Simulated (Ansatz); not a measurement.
The system is BPd4.

```
Pd B
1.0
     2.89203    0.00000    0.00000
     0.00000    4.36501    0.00000
     0.00000    0.00000    5.85632
Pd B
4 1
Direct
  0.50000 0.00000 0.19758
  0.00000 0.00000 0.61947
  0.00000 0.50000 0.32916
  0.50000 0.50000 0.86756
  0.50000 0.00000 0.86323
```

The cell comes from a database or a generator and needn't be the stable form of this composition.

Base run:

* Program: Ansatz 0.2.0
* Functional: RPBE
* Potentials or basis: Ansatz PAW
* Cutoff: 420 eV
* Density cutoff: 1680 eV
* k mesh: 7 × 5 × 4
* Occupations: fermi-dirac, width 0.05 eV
* Spin: no spin polarisation

Its results: band gap on the k mesh none (metal or under the smearing width); pressure 2.8 GPa; largest force 0.270 eV/Å.

Q: The run is repeated on the same cell with these changes: functional from RPBE to BLYP. What comes out?

A: Band gap on the k mesh none (metal or under the smearing width); pressure 7.2 GPa; largest force 0.301 eV/Å.

Caveats: the potentials were made for another functional, which shifts forces and pressure; the PAW data sets come from PBE, with cores solved anew for the run's functional, which leaves a small shift of forces and pressure.

Not every run made on this cell is shown here.
